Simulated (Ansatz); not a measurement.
**CdS: properties at the relaxed cell**

The task here is to estimate one member of a computed series from the others.

Method: DFT r2SCAN, scalar-relativistic, plane waves, PAW, in Ansatz 0.2.0.

1 further run of the same task is left out (set aside as unsound or not needed).

## Starting point

It takes space group P6_3mc (No. 186, hexagonal). Conventional cell: a = 4.164 Å, b = 4.164 Å, c = 6.765 Å, α = 90.00°, β = 90.00°, γ = 120.00°. Cd (site symmetry 3m) is surrounded by 4 S at 2.54 to 2.55 Å. S (site symmetry 3m) has 4 Cd at 2.54 to 2.55 Å as nearest neighbours.

Structure file:

```
CELL_PARAMETERS angstrom
4.16418 0.00000 0.00000
-2.08209 3.60629 0.00000
0.00000 0.00000 6.76536
ATOMIC_POSITIONS crystal
Cd 0.33333 0.66667 0.99903
Cd 0.66667 0.33333 0.49903
S 0.33333 0.66667 0.37597
S 0.66667 0.33333 0.87597
```

This cell was relaxed beforehand with the same method: volume 25.40 Å³/atom, gap on the mesh 1.63 eV.

The first run:

input.yaml reads:

```yaml
crystal:
  lattice:
    - [4.1221185697, 0.0, 0.0]
    - [-2.0610592849, 3.5698593988, 0.0]
    - [0.0, 0.0, 6.6970152067]
  atoms:
    - { symbol: Cd, position: [0.3333333333, 0.6666666667, -0.000974877] }
    - { symbol: Cd, position: [0.6666666667, 0.3333333333, 0.499025123] }
    - { symbol: S, position: [0.3333333333, 0.6666666667, 0.375974877] }
    - { symbol: S, position: [0.6666666667, 0.3333333333, 0.875974877] }
basis:
  ecutwfc: 500
kpoints:
  mp_grid: { grid: [6, 6, 4] }
hamiltonian:
  xc: r2scan
scf:
  occupations: { method: gaussian, width: 0.02 }
output:
  forces: true
  stress: true
  eigenvalues: true
relax:
  adjacent_minimum: "off"
  f_tol: 0.01
  max_steps: 30
  cell: { stress_tol: 0.1, fix: [volume] }
```

Started as:

```console
> ansatz run input.yaml --threads 1 --pin off --max-ram 2560MiB --backend cpu --events-out ev --progress --plain --runs-dir out
```

Steps of the session up to this table: Point at V/V0 = 0.97; Volume × 1.03; Point at V/V0 = 0.94; Volume × 1.06; Point at V/V0 = 0.91; Volume × 1.10; The cell scaled to 0.88 of its volume.

One of the session's tables, all rows but one given; the rest of the session is left out.

It belongs to the step «Fit of the equation of state». 

```
volume (Å³/atom)  energy above the lowest point (meV/atom)  pressure (GPa)  gap on the mesh (eV)
          22.351                                      86.9           10.26                  1.93
          23.113                                      46.0            7.03                  1.86
          23.875                                      19.3            4.29                  1.78
          24.637                                         ?               ?                     ?
          25.399                                       0.0            0.00                  1.63
          26.161                                       4.1           -1.67                  1.56
          26.923                                      15.5           -3.09                  1.49
          27.939                                      40.2           -4.65                  1.39
```

Estimate the missing values for volume (Å³/atom) = 24.637.

Worked estimate for «energy above the lowest point (meV/atom)». A straight line through the neighbours (23.875, 19.3) and (25.399, 0.0) gives 19.3 + (0.0 − 19.3) × (24.637 − 23.875) / (25.399 − 23.875) = 9.7; a parabola fitted to 4 rows on both sides gives 4.5.

The run gave: energy above the lowest point (meV/atom): 4.6; pressure (GPa): 1.97; gap on the mesh (eV): 1.71. In «energy above the lowest point (meV/atom)» the line misses by +5.1 and the parabola by -0.1.
